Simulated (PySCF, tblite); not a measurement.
# C8H16Ge: geometry, infrared bands, NMR shifts, electronic excitations and core binding energies, part 2 of 2

tblite 0.8.0 and PySCF 2.14.0. Atoms count from 0. Earlier steps stand in the parts before.

## Step 8: Core-electron binding energies: SCAN, X2C

What the job is given:

```
{"job": {"kind": "xps"}, "charge": 0, "multiplicity": 1}
C     -2.326472     1.349134     0.705661
C     -1.596135     0.448197    -0.288819
C     -2.380107     0.362680    -1.597335
C     -1.406322    -0.947252     0.304382
Ge     0.189642     1.220899    -0.663307
C      1.320894     0.036015    -1.764650
C      2.384888    -0.394464    -0.793538
C      2.424797     0.117655     0.446354
C      1.407019     1.132141     0.888505
H     -1.780378     1.435616     1.659132
H     -3.327021     0.940176     0.936668
H     -2.470652     2.366542     0.307634
H     -1.872401    -0.275009    -2.339188
H     -2.527630     1.355381    -2.052517
H     -3.381017    -0.071941    -1.421574
H     -0.838747    -0.920075     1.248123
H     -2.385817    -1.409960     0.522410
H     -0.871590    -1.619596    -0.385280
H      0.029258     2.643832    -1.247482
H      0.760718    -0.826221    -2.165567
H      1.750534     0.556155    -2.637261
H      3.135293    -1.129427    -1.108552
H      3.208111    -0.198137     1.145782
H      1.872441     2.106234     1.114551
H      0.889211     0.816614     1.810597
```

Level: delta-SCF UKS SCAN, pcX-2 on the ionised atom, pcseg-1 elsewhere, spin-free X2C.

The log of the run:

```text
ground state, core basis on atom 0 (C), 250 functions
  cycle   1  E = -2408.19053060  |g| = 7.12e-01
  cycle   2  E = -2408.04616701  |g| = 1.00e+00
  cycle   3  E = -2408.33047806  |g| = 9.34e-02
  cycle   4  E = -2408.33256837  |g| = 4.08e-02
  cycle   5  E = -2408.33296136  |g| = 1.36e-02
  cycle   6  E = -2408.33301007  |g| = 4.62e-03
  cycle   7  E = -2408.33301552  |g| = 1.41e-03
  cycle   8  E = -2408.33301675  |g| = 4.23e-04
  E(ground) = -2408.48389526 Eh
hole in C 1s of atom 0
  cycle   1  E = -2397.09657915  |g| = 1.51e+00
  cycle   2  E = -2394.61560035  |g| = 2.36e+00
  cycle   3  E = -2397.40077365  |g| = 6.48e-01
  cycle   4  E = -2397.60503160  |g| = 3.34e-01
  cycle   5  E = -2397.65812853  |g| = 1.21e-01
  cycle   6  E = -2397.66297700  |g| = 6.67e-02
  cycle   7  E = -2397.66524682  |g| = 1.94e-02
  cycle   8  E = -2397.66542706  |g| = 8.92e-03
  cycle   9  E = -2397.66547155  |g| = 2.08e-03
  cycle  10  E = -2397.66547647  |g| = 1.04e-03
  cycle  11  E = -2397.66547605  |g| = 5.66e-04
  cycle  12  E = -2397.66547782  |g| = 2.13e-04
  E(ion) = -2397.81543639 Eh   <S^2> = 0.7683   hole on atom = 1.000   binding energy = 290.304 eV
ground state, core basis on atom 1 (C), 250 functions
  cycle   1  E = -2408.33560728  |g| = 5.94e-02
  cycle   2  E = -2408.33554431  |g| = 2.57e-02
  cycle   3  E = -2408.33560474  |g| = 2.08e-02
  cycle   4  E = -2408.33570902  |g| = 3.56e-03
  cycle   5  E = -2408.33571396  |g| = 7.88e-04
  cycle   6  E = -2408.33571111  |g| = 1.75e-04
  E(ground) = -2408.48646009 Eh
hole in C 1s of atom 1
  cycle   1  E = -2397.08043871  |g| = 1.53e+00
  cycle   2  E = -2395.78783013  |g| = 2.22e+00
  cycle   3  E = -2397.60813595  |g| = 3.93e-01
  cycle   4  E = -2397.66370501  |g| = 1.73e-01
  cycle   5  E = -2397.67778395  |g| = 6.83e-02
  cycle   6  E = -2397.68016117  |g| = 1.06e-02
  cycle   7  E = -2397.68021526  |g| = 6.45e-03
  cycle   8  E = -2397.68024079  |g| = 2.02e-03
  cycle   9  E = -2397.68024241  |g| = 1.86e-03
  cycle  10  E = -2397.68024635  |g| = 1.05e-03
  cycle  11  E = -2397.68024705  |g| = 2.72e-04
  E(ion) = -2397.83002409 Eh   <S^2> = 0.7730   hole on atom = 1.000   binding energy = 289.976 eV
ground state, core basis on atom 5 (C), 250 functions
  cycle   1  E = -2408.33531337  |g| = 5.71e-02
  cycle   2  E = -2408.33527240  |g| = 1.96e-02
  cycle   3  E = -2408.33525125  |g| = 2.15e-02
  cycle   4  E = -2408.33536981  |g| = 2.53e-03
  cycle   5  E = -2408.33537094  |g| = 4.30e-04
  E(ground) = -2408.48597993 Eh
hole in C 1s of atom 5
  cycle   1  E = -2397.09619203  |g| = 1.52e+00
  cycle   2  E = -2396.09250014  |g| = 2.00e+00
  cycle   3  E = -2397.56792538  |g| = 4.72e-01
  cycle   4  E = -2397.59524176  |g| = 3.94e-01
  cycle   5  E = -2397.68241015  |g| = 7.54e-02
  cycle   6  E = -2397.68469105  |g| = 2.99e-02
  cycle   7  E = -2397.68511971  |g| = 1.04e-02
  cycle   8  E = -2397.68518133  |g| = 4.53e-03
  cycle   9  E = -2397.68519875  |g| = 2.05e-03
  cycle  10  E = -2397.68520541  |g| = 1.36e-03
  cycle  11  E = -2397.68521178  |g| = 1.05e-03
  cycle  12  E = -2397.68521927  |g| = 8.72e-04
  cycle  13  E = -2397.68522594  |g| = 6.28e-04
  cycle  14  E = -2397.68522932  |g| = 3.21e-04
  E(ion) = -2397.83510292 Eh   <S^2> = 0.7732   hole on atom = 1.000   binding energy = 289.825 eV
ground state, core basis on atom 6 (C), 250 functions
  cycle   1  E = -2408.33538498  |g| = 5.81e-02
  cycle   2  E = -2408.33520698  |g| = 3.24e-02
  cycle   3  E = -2408.33508562  |g| = 3.82e-02
  cycle   4  E = -2408.33545038  |g| = 8.27e-03
  cycle   5  E = -2408.33546944  |g| = 4.48e-04
  E(ground) = -2408.48690873 Eh
hole in C 1s of atom 6
  cycle   1  E = -2397.09286588  |g| = 1.51e+00
  cycle   2  E = -2394.94910767  |g| = 2.26e+00
  cycle   3  E = -2397.32310735  |g| = 7.56e-01
  cycle   4  E = -2397.58299189  |g| = 4.48e-01
  cycle   5  E = -2397.66780993  |g| = 1.65e-01
  cycle   6  E = -2397.67973626  |g| = 5.94e-02
  cycle   7  E = -2397.68173580  |g| = 1.48e-02
  cycle   8  E = -2397.68187012  |g| = 8.94e-03
  cycle   9  E = -2397.68193600  |g| = 3.67e-03
  cycle  10  E = -2397.68196301  |g| = 2.72e-03
  cycle  11  E = -2397.68197355  |g| = 1.47e-03
  cycle  12  E = -2397.68197964  |g| = 6.79e-04
  cycle  13  E = -2397.68198170  |g| = 2.77e-04
  E(ion) = -2397.83251140 Eh   <S^2> = 0.8016   hole on atom = 1.000   binding energy = 289.921 eV
```

Wall time 86 s (1 thread of Intel Xeon Platinum 8559C, shared host); peak memory 1.2 GiB.

Binding energies by hole, beside the orbital energy of the ground state; the difference holds orbital relaxation and, for a density functional, its self-interaction error:

```csv
hole,stands for,environment,ΔSCF (eV),−ε (eV),⟨S²⟩
C1s on C0,"C0, C2, C3",methyl carbon,290.30,273.4,0.768
C1s on C1,C1,fully substituted sp3 carbon bonded to Ge,289.98,273.9,0.773
C1s on C5,"C5, C8",allylic sp3 CH2 bonded to Ge,289.83,273.5,0.773
C1s on C6,"C6, C7",alkene CH,289.92,273.6,0.802
```

Each hole run stands for the others of its class of like atoms.

## Step 9: Comparing the runs: NMR shifts

Shifts (ppm) of some atoms, chosen among heavy atoms and hydrogens apart, means over like atoms, with basis size and wall time:

```csv
run,C6,C0,C1,C5,H21,H18,Ge4,functions,time
PBE0/pcSseg-1,141.2,27.8,21.5,15.7,6.12,4.39,-10,257,67 s
B97-2/pcSseg-1,138.0,27.6,22.2,15.9,6.07,4.34,-10,257,57 s
```

## Step 10: Summary of results

This closing draws on all 2 parts.

| quantity | value |
| --- | --- |
| strongest single infrared mode (GFN2-xTB) | 1838 cm⁻¹, 519 km/mol |
| zero-point energy (GFN2-xTB) | 133.1 kcal/mol |
| point group | Cs |
| rotational constants (main isotopes) | 2.05, 0.90, 0.86 GHz |
| 13C shifts against TMS (PBE0/pcSseg-1, means over atoms taken as alike) | 141.2, 27.8, 21.5, 15.7 ppm |
| 1H shifts against TMS (PBE0/pcSseg-1, means over atoms taken as alike) | 6.12, 4.39, 1.64, 1.48, 0.97 ppm |
| 73Ge shifts against GeMe4 (PBE0/pcSseg-1) | -10 ppm |
| lowest singlet (CAM-B3LYP/def2-SVPD) | 6.69 eV (185 nm), f = 0.010 |
| brightest single state of those computed | state 2, 6.98 eV, f = 0.129 |
| lowest triplet | 4.28 eV |
| vertical ionisation energy (ΔSCF) | 8.89 eV |
| C1s binding energies, SCAN/pcX-2 | C0 290.30, C1 289.98, C6 289.92, C5 289.83 eV |
| range of the shift of C6 | 138.0 to 141.2 ppm |

Relaxing lowered the energy by 0.026 eV in 11 steps; the close pair that moved most is C1–C2, from 1.506 to 1.523 Å (GFN2-xTB). No mode is imaginary among the 69: a minimum at this level. The strongest single mode, at 1838 cm⁻¹, moves mainly H18. GFN2-xTB is a fitted tight-binding method: band positions and strengths are rough. Its intensities can rank the bands wrongly. Relaxing lowered the energy by 0.131 eV in 5 steps; the close pair that moved most is C1–Ge4, from 2.031 to 1.981 Å (PBE0/def2-SVP). No frequency check was run at this level, so the end point may be a saddle. C6, C7 (mean) (alkene CH) lies farthest downfield among carbon, at 141.2 ppm; an sp2 carbon of a C=C bond. H21, H22 (mean) (hydrogen on an alkene CH) lies farthest downfield among hydrogen, at 6.12 ppm; attached to an sp2 carbon and in the plane of the double bond. At PBE0/pcSseg-1: The widest tensor belongs to C6, C7: span 204 ppm, with a paramagnetic part of -212 ppm. The first singlet state (HOMO→LUMO 0.58, HOMO→LUMO+3 0.33) lies at 6.69 eV and is weak; of the 10 states computed, the strongest absorption comes from state 2 at 6.98 eV. The lowest triplet lies 2.41 eV below the lowest singlet (triplets in Tamm-Dancoff, singlets in full TDDFT). The orbital energy would give 8.23 eV for ionisation, ΔSCF gives 8.89 eV. C0 (methyl carbon) binds its C1s electron 0.48 eV more tightly than C5 (allylic sp3 CH2 bonded to Ge). Spin-orbit coupling is left out, which matters for shieldings and couplings at and beside the heavy atoms.
